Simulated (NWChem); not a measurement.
# One shape, several levels: CH5Ge (SMILES [CH3][GeH2])

Wanted: a comparison of 4 runs (UHF/def2-SVP, UPBE0/6-31G, UPBE/def2-SVP, UPBE0/def2-SVP) of CH5Ge. 

Program for the calculation: NWChem 7.3.0.

**1. The molecule**

CH5Ge: 7 atoms, total charge 0, spin state doublet. SMILES: `[CH3][GeH2]`. Geometry: relaxed at PBE0-D4/def2-TZVP.

Bond lengths: C1–Ge2 1.960 Å, C1–H3 1.090 Å, C1–H4 1.090 Å, C1–H5 1.093 Å, Ge2–H6 1.546 Å, Ge2–H7 1.546 Å. Angles: C1–Ge2–H6 111.3°, C1–Ge2–H7 111.3°, Ge2–C1–H3 110.3°, Ge2–C1–H4 110.3°, Ge2–C1–H5 109.7°, H6–Ge2–H7 109.5°, H3–C1–H4 109.0°, H3–C1–H5 108.8°, H4–C1–H5 108.8°.

**2. Energy and forces at UHF/def2-SVP (run 1)**

File struct.nw:

```
start struct
memory total 2200 mb

geometry units angstroms noautosym nocenter noautoz
   C    -0.247600   -0.809300   -0.206400
   Ge    0.396000    0.824800    0.663000
   H    -1.153200   -1.166400    0.283800
   H     0.513100   -1.588100   -0.157000
   H    -0.473200   -0.603400   -1.255600
   H    -0.673100    1.940800    0.621200
   H     1.699200    1.333700    0.005300
end

basis spherical bse
   * library def2-SVP
end

scf
   doublet
   uhf
   thresh 1e-08
   maxiter 80
end

task scf gradient
```

Run with:

```bash
$ nwchem struct.nw > struct.out
```

What it wrote:

```text
[...]
  functions       =    71
[...]
  wavefunction    = UHF
[...]
         Total SCF energy =  -2115.817451885259
      One electron energy =  -3161.488323650008
      Two electron energy =    939.017819653786
 Nuclear repulsion energy =    106.653052110963
                       Sz =      0.5000
                 Sz(Sz+1) =      0.7500
                      S^2 =      0.7535
[...]
                         UHF ENERGY GRADIENTS
    atom               coordinates                        gradient
                 x          y          z           x          y          z
   1 C      -0.467896  -1.529355  -0.390039    0.000605   0.000402   0.001478
   2 Ge      0.748331   1.558646   1.252888   -0.001398  -0.004783  -0.000687
   3 H      -2.179232  -2.204176   0.536304    0.000046   0.000665   0.000374
   4 H       0.969618  -3.001074  -0.296687    0.000371   0.000629   0.000262
   5 H      -0.894218  -1.140261  -2.372740    0.000138   0.001103  -0.000463
   6 H      -1.271975   3.667580   1.173898   -0.001542   0.001434  -0.000057
   7 H       3.211022   2.520328   0.010016    0.001779   0.000551  -0.000907
[...]
```

It took 15 s on 1 thread of AMD EPYC 7R13 (Zen 3), shared host; peak memory 0.099 GiB.

**3. Energy and gradient at UPBE0/6-31G (run 2)**

File ch5ge.nw:

```
START ch5ge
TITLE "CH5Ge PBE0"
memory 2200 mb

GEOMETRY noautosym nocenter noautoz
C    -0.247600   -0.809300   -0.206400
Ge    0.396000    0.824800    0.663000
H    -1.153200   -1.166400    0.283800
H     0.513100   -1.588100   -0.157000
H    -0.473200   -0.603400   -1.255600
H    -0.673100    1.940800    0.621200
H     1.699200    1.333700    0.005300
END

BASIS spherical bse
* library 6-31G
END

DFT
xc pbe0
mult 2
grid xfine
convergence energy 1e-08
maxiter 100
mulliken
print medium
END

TASK dft gradient
```

Run with:

```bash
$ nwchem ch5ge.nw > ch5ge.out
```

What it wrote:

```text
[...]
          Wavefunction type:  spin polarized.
          No. of atoms     :     7
          No. of electrons :    43
[...]
          Charge           :     0
          Spin multiplicity:     2
[...]
          AO basis - number of functions:    46
[...]
              XC Information
              --------------
                         PBE0 Method XC Functional
                     Hartree-Fock (Exact) Exchange  0.250
          PerdewBurkeErnzerhof Exchange Functional  0.750
            Perdew 1991 LDA Correlation Functional  1.000 local
           PerdewBurkeErnz. Correlation Functional  1.000 non-local
[...]
 d= 0,ls=0.0,diis     1  -2117.3665980642 -2.22D+03  7.20D-03  3.27D-02     2.4
[...]
 d= 0,ls=0.0,diis    10  -2117.3871366460 -6.16D-09  6.54D-07  7.79D-10    18.2
[...]
         Total DFT energy =    -2117.387136645987
      One electron energy =    -3161.943773351137
           Coulomb energy =     1023.964718940890
    Exchange-Corr. energy =      -86.061134346703
 Nuclear repulsion energy =      106.653052110963
[...]
      Total Density - Mulliken Population Analysis
     ---------------------------------------------
    Atom       Charge   Shell Charges
 -----------   ------   -------------------------------------------------------
    1 C    6     6.76   2.00  0.65  2.10  0.76  1.26
    2 Ge  32    31.68   2.00  2.00  6.00  2.00  5.99  1.28  1.99  0.14  0.30  6.88  3.09
    3 H    1     0.80   0.52  0.28
    4 H    1     0.80   0.52  0.28
    5 H    1     0.80   0.52  0.28
    6 H    1     1.07   0.48  0.59
    7 H    1     1.07   0.48  0.59
[...]
      <S2> =      0.7511 (Exact =     0.7500)
[...]
  wavefunction    = open shell
                         DFT ENERGY GRADIENTS
    atom               coordinates                        gradient
                 x          y          z           x          y          z
   1 C      -0.467896  -1.529355  -0.390039   -0.000380  -0.001463  -0.000423
   2 Ge      0.748331   1.558646   1.252888   -0.000000   0.000658  -0.000665
   3 H      -2.179232  -2.204176   0.536304    0.001368   0.000800  -0.000720
   4 H       0.969618  -3.001074  -0.296687   -0.001087   0.001460  -0.000099
   5 H      -0.894218  -1.140261  -2.372740    0.000507   0.000207   0.001761
   6 H      -1.271975   3.667580   1.173898    0.001202  -0.001177  -0.000297
   7 H       3.211022   2.520328   0.010016   -0.001610  -0.000485   0.000442
[...]
```

Wall time 23 s (1 thread of AMD EPYC 7R13 (Zen 3), shared host); peak memory 0.13 GiB.

Run 3 isn't shown in full; the table further down has it.

**4. Energy and forces at UPBE0/def2-SVP (run 4)**

File sp.nw:

```
start sp
title "CH5Ge"
memory stack 880 mb heap 220 mb global 1100 mb
geometry units angstrom noautosym nocenter noautoz
  C     -0.247600    -0.809300    -0.206400
  Ge     0.396000     0.824800     0.663000
  H     -1.153200    -1.166400     0.283800
  H      0.513100    -1.588100    -0.157000
  H     -0.473200    -0.603400    -1.255600
  H     -0.673100     1.940800     0.621200
  H      1.699200     1.333700     0.005300
end
basis "ao basis" spherical bse
  * library def2-SVP
end
dft
  xc pbe0
  mult 2
  grid xfine
  convergence energy 1e-08
  maxiter 100
  mulliken
  noprint "final vectors analysis"
end
task dft gradient
```

Run with:

```bash
$ nwchem sp.nw > sp.out
```

What it wrote:

```text
[...]
          Wavefunction type:  spin polarized.
          No. of atoms     :     7
          No. of electrons :    43
[...]
          Charge           :     0
          Spin multiplicity:     2
[...]
          AO basis - number of functions:    71
[...]
              XC Information
              --------------
                         PBE0 Method XC Functional
                     Hartree-Fock (Exact) Exchange  0.250
          PerdewBurkeErnzerhof Exchange Functional  0.750
            Perdew 1991 LDA Correlation Functional  1.000 local
           PerdewBurkeErnz. Correlation Functional  1.000 non-local
[...]
 d= 0,ls=0.0,diis     1  -2117.4405600133 -2.22D+03  4.28D-03  4.07D-02     3.1
[...]
 d= 0,ls=0.0,diis    10  -2117.4625989261 -4.96D-09  9.04D-07  7.45D-10    27.9
[...]
         Total DFT energy =    -2117.462598926139
      One electron energy =    -3161.021148183764
           Coulomb energy =     1022.897485321086
    Exchange-Corr. energy =      -85.991988174425
 Nuclear repulsion energy =      106.653052110963
[...]
      Total Density - Mulliken Population Analysis
     ---------------------------------------------
    Atom       Charge   Shell Charges
 -----------   ------   -------------------------------------------------------
    1 C    6     6.30   1.99  0.88  0.28  2.09  1.04  0.02
    2 Ge  32    31.83   2.00  2.00  1.99  1.19  0.26  6.00  5.98  1.33  0.98  8.09  1.81  0.20
    3 H    1     0.92   0.73  0.17  0.03
    4 H    1     0.92   0.73  0.17  0.03
    5 H    1     0.92   0.73  0.17  0.03
    6 H    1     1.06   0.70  0.34  0.01
    7 H    1     1.06   0.70  0.34  0.01
[...]
      <S2> =      0.7516 (Exact =     0.7500)
[...]
  wavefunction    = open shell
                         DFT ENERGY GRADIENTS
    atom               coordinates                        gradient
                 x          y          z           x          y          z
   1 C      -0.467896  -1.529355  -0.390039   -0.001892  -0.005224  -0.002530
   2 Ge      0.748331   1.558646   1.252888   -0.000001   0.000375  -0.000396
   3 H      -2.179232  -2.204176   0.536304    0.005068   0.002124  -0.002703
   4 H       0.969618  -3.001074  -0.296687   -0.004246   0.004524  -0.000269
   5 H      -0.894218  -1.140261  -2.372740    0.001211  -0.001061   0.005634
   6 H      -1.271975   3.667580   1.173898    0.000490  -0.000498  -0.000019
   7 H       3.211022   2.520328   0.010016   -0.000630  -0.000241   0.000282
[...]
```

It took 34 s on 1 thread of AMD EPYC 7R13 (Zen 3), shared host; peak memory 0.14 GiB.

**5. The series**

```tsv
run	level	iteration cap	module	energy (Eh)	dipole moment (D)	HOMO energy (eV)	LUMO energy (eV)	wall time
1	UHF/def2-SVP	80	scf	-2115.817452	0.74	-8.56	1.47	15 s
2	UPBE0/6-31G	100	dft	-2117.387137	0.87	-5.76	-2.33	23 s
3	UPBE/def2-SVP	100	dft	-2117.392923	0.91	-4.71	-3.26	30 s
4	UPBE0/def2-SVP	100	dft	-2117.462599	0.84	–	–	34 s
```

**6. Outcome**

| quantity | value |
| --- | --- |
| run 4: total energy | -2117.46260 Eh |
| run 4: dipole moment | 0.84 D |
| run 4: ⟨S²⟩ | 0.752 |
| run 4: largest force on an atom | 0.319 eV/Å |

The dipole moment (its size) runs from 0.74 D (UHF/def2-SVP) to 0.91 D (UPBE/def2-SVP). Totals of different functionals can't be ranked against each other. All runs together took 1.7 min, the longest 34 s.
